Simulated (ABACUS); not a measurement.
Input of an ABACUS 3.10.1 run:

Contents of INPUT:

```
INPUT_PARAMETERS
suffix              HPbNO4
calculation         scf
basis_type          lcao
pseudo_dir          ./
orbital_dir         ./
symmetry            1
dft_functional      pbe
ecutwfc             100
pseudo_rcut         7
nspin               1
nbands              27
ks_solver           genelpa
smearing_method     fd
smearing_sigma      0.00367493
scf_thr             1e-07
scf_nmax            100
mixing_type         broyden
mixing_beta         0.7
cal_force           1
cal_stress          1
out_mul             1
```

Contents of STRU:

```
ATOMIC_SPECIES
H 1.0080 H.upf
Pb 207.2000 Pb.upf
N 14.0070 N.upf
O 15.9990 O.upf

NUMERICAL_ORBITAL
H_confined-atom_6au_3s2p.orb
Pb_confined-atom_8au_3s3p3d1f.orb
N_confined-atom_6au_3s3p2d1f.orb
O_confined-atom_6au_3s3p2d1f.orb

LATTICE_CONSTANT
1.8897261246

LATTICE_VECTORS
3.8570700000 0.0017800000 -0.0365800000
0.1735300000 4.3343600000 -0.0164700000
0.7580300000 0.8387300000 5.8766200000

ATOMIC_POSITIONS
Direct

H
0.0
1
0.6151100000 0.8955900000 0.1984400000 1 1 1

Pb
0.0
1
0.6459700000 0.4465100000 0.9168500000 1 1 1

N
0.0
1
0.7147400000 0.2381000000 0.5005800000 1 1 1

O
0.0
4
0.1695800000 0.4700700000 0.7776800000 1 1 1
0.6291900000 0.9704500000 0.4984500000 1 1 1
0.5642400000 0.9258300000 0.0384900000 1 1 1
0.7802200000 0.4225000000 0.3195100000 1 1 1
```

Contents of KPT:

```
K_POINTS
0
Gamma
7 6 5 0 0 0
```

Potentials or basis: PseudoDojo NC SR 0.4.1 PBE standard, TZDP LCAO (the cutoffs set its grid).

Run with:

```bash
$ OMP_NUM_THREADS=1 mpirun -np 4 abacus > log
```

**Question.** Estimate the Mulliken charges.

**Answer.** H -0.60; Pb +1.05; N +0.02; O -0.38, -0.04, +0.09, -0.14 e.

**Question.** Estimate the pressure.

**Answer.** 1.4 GPa.

Forces in eV/Å, atoms in the order of the input:
```
H    0.096 -0.002  0.306
Pb   0.002 -0.005  0.086
N    0.151  0.390  0.629
O   -0.005  0.002 -0.184
O   -0.246 -0.798  0.027
O   -0.099 -0.002 -0.280
O    0.101  0.415 -0.585
```

Caveat: the atomic orbitals were generated for these runs and aren't a published set; the basis of atomic orbitals isn't converged, which shifts pressures, moduli and gaps.
